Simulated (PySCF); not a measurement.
**Hg³⁺: fine-structure interval with spin-orbit coupling**

Each state of mercury is computed at each level; their differences give the fine-structure interval. How far do the methods differ?

Method: two-component X2C-1e, generalised determinants. Code: PySCF 2.14.0.

### Step 1. The system

| Property | Result |
| --- | --- |
| Element | mercury (Z = 80) |
| Basis | x2c-SVPall-2c |
| Hamiltonian | two-component X2C-1e, Gaussian nucleus, no Breit or QED terms; spin-orbit coupling, run by run: screened by Boettger's factors; bare |
| Core shells frozen in the correlated runs | [Kr] 4d10 4f14 (for Hg³⁺) |
| State 1 | Hg³⁺ 5d J=3/2: [Xe] 4f14 5d9; 5d3/2 filled at m_j = -1/2, +1/2, +3/2; 5d5/2 filled at m_j = -5/2, -3/2, -1/2, +1/2, +3/2, +5/2 |
| Needed too, but not shown | Hg³⁺ [Xe] 4f14 5d9 (2D) |
| Methods | GHF, GMP2 |

Outer shells as boxes (Hund's rule):

Hg3+ [Xe] 4f14 5d9
```
[Xe] core
4f [↑↓][↑↓][↑↓][↑↓][↑↓][↑↓][↑↓]
5d [↑↓][↑↓][↑↓][↑↓][↑ ]
```

A driver program built on PySCF's X2C-1e integrals ran all steps in one process from the settings above; there is no separate input file.

The integrals over 96 functions and the set-up took 11 s of CPU time.

### Step 2. Hg³⁺ 5d J=3/2

#### GHF (screened spin-orbit)

Output:

```text
cycle= 1 E= -19636.1518659695  delta_E= -1.96e+04  |FDS-SDF|= 0.124
cycle= 2 E= -19636.1728651241  delta_E= -0.021  |FDS-SDF|= 0.00402
cycle= 3 E= -19636.1731732293  delta_E= -0.000308  |FDS-SDF|= 0.00112
cycle= 4 E= -19636.1732204395  delta_E= -4.72e-05  |FDS-SDF|= 0.000493
cycle= 5 E= -19636.1732360042  delta_E= -1.56e-05  |FDS-SDF|= 0.0002
cycle= 6 E= -19636.1732410159  delta_E= -5.01e-06  |FDS-SDF|= 7.1e-05
cycle= 7 E= -19636.1732417506  delta_E= -7.35e-07  |FDS-SDF|= 5.76e-05
cycle= 8 E= -19636.1732417806  delta_E= -3e-08  |FDS-SDF|= 5.81e-05
cycle= 9 E= -19636.1732403907  delta_E= 1.39e-06  |FDS-SDF|= 1.15e-05
cycle= 10 E= -19636.1732403785  delta_E= 1.23e-08  |FDS-SDF|= 3.42e-06
```

CPU time 5 s on a shared host, the integrals not counted.

Occupied spinors:

```tsv
spinor shell	electrons	mean energy (eV)	weight of the nominal j	rms radius (bohr)
1s1/2	2	-83567.9	1.000	0.0187
2s1/2	2	-14989.9	1.000	0.0756
2p1/2	2	-14360.2	1.000	0.0639
2p3/2	4	-12406.8	1.000	0.0720
3s1/2	2	-3653.2	1.000	0.193
3p1/2	2	-3370.5	1.000	0.184
3p3/2	4	-2931.3	1.000	0.201
3d3/2	4	-2467.3	1.000	0.177
3d5/2	6	-2374.8	1.000	0.180
4s1/2	2	-868.07	1.000	0.424
4p1/2	2	-745.46	1.000	0.429
4p3/2	4	-638.26	1.000	0.462
4d3/2	4	-437.27	1.000	0.476
4d5/2	6	-417.42	1.000	0.486
5s1/2	2	-173.08	1.000	0.968
4f5/2	6	-156.51	1.000	0.525
4f7/2	8	-152.51	1.000	0.528
5p1/2	2	-128.70	0.999	1.09
5p3/2	4	-111.82	0.999	1.13
5d3/2	3	-51.143	0.978	1.45
5d5/2	6	-48.911	0.989	1.50
```

M_J = 3/2, ⟨J²⟩ = 3.753, ⟨L²⟩ = 6.152, ⟨S²⟩ = 0.897.

#### GMP2 (screened spin-orbit)

No log was kept for this step.

It used 0.88 s of CPU time after the integrals (shared host).

With 17 electrons correlated and 22 very high virtual spinors dropped, the MP2 correlation energy is -0.23578 hartree. Largest pairs: 5d3/2-5d5/2 -0.0696, 5d5/2-5d5/2 -0.0674, 5d5/2-5p3/2 -0.0190, 5d5/2-5p1/2 -0.0157, 5d3/2-5d3/2 -0.0128.

#### GHF (bare spin-orbit)

Output:

```text
cycle= 1 E= -19638.0307108572  delta_E= -1.96e+04  |FDS-SDF|= 0.128
cycle= 2 E= -19638.0530556074  delta_E= -0.0223  |FDS-SDF|= 0.00416
cycle= 3 E= -19638.0533734367  delta_E= -0.000318  |FDS-SDF|= 0.00109
cycle= 4 E= -19638.0534194081  delta_E= -4.6e-05  |FDS-SDF|= 0.000491
cycle= 5 E= -19638.0534332193  delta_E= -1.38e-05  |FDS-SDF|= 0.000196
cycle= 6 E= -19638.0534378810  delta_E= -4.66e-06  |FDS-SDF|= 7.27e-05
cycle= 7 E= -19638.0534386719  delta_E= -7.91e-07  |FDS-SDF|= 6.08e-05
cycle= 8 E= -19638.0534386086  delta_E= 6.32e-08  |FDS-SDF|= 5.95e-05
cycle= 9 E= -19638.0534373387  delta_E= 1.27e-06  |FDS-SDF|= 9.24e-06
cycle= 10 E= -19638.0534373371  delta_E= 1.59e-09  |FDS-SDF|= 3.03e-06
```

It used 5 s of CPU time after the integrals (shared host).

The outer occupied spinors:

```tsv
spinor shell	electrons	mean energy (eV)	weight of the nominal j	rms radius (bohr)
4d5/2	6	-416.31	1.000	0.486
5s1/2	2	-173.10	1.000	0.968
4f5/2	6	-157.81	1.000	0.524
4f7/2	8	-151.58	1.000	0.528
5p1/2	2	-129.13	0.999	1.08
5p3/2	4	-111.71	0.999	1.13
5d3/2	3	-51.362	0.983	1.45
5d5/2	6	-48.798	0.992	1.50
```

M_J = 3/2, ⟨J²⟩ = 3.753, ⟨L²⟩ = 6.164, ⟨S²⟩ = 0.909.

### Step 3. The energy differences

Fine-structure interval: Hg³⁺ [Xe] 4f14 5d9 [5d3/2^4 5d5/2^5, M_J = 5/2] → Hg³⁺ [Xe] 4f14 5d9 [5d3/2^3 5d5/2^6, M_J = 3/2].

```tsv
method	value (eV)
GHF (screened spin-orbit)	2.035
GMP2 (screened spin-orbit)	2.074
GHF (bare spin-orbit)	2.335
```

The differences also use runs on Hg³⁺ [Xe] 4f14 5d9 (2D), which are not shown here.

### Step 4. Summary of results

| quantity | value |
| --- | --- |
| fine-structure interval, Hg³⁺ → 5d J=3/2 | GHF (screened spin-orbit) 2.035, GMP2 (screened spin-orbit) 2.074 eV |

In words: The methods span 0.300 eV, from GHF (screened spin-orbit) (2.035) to GHF (bare spin-orbit) (2.335). No reference value is at hand in this session. All values hold for this basis alone; no basis-set limit was taken.
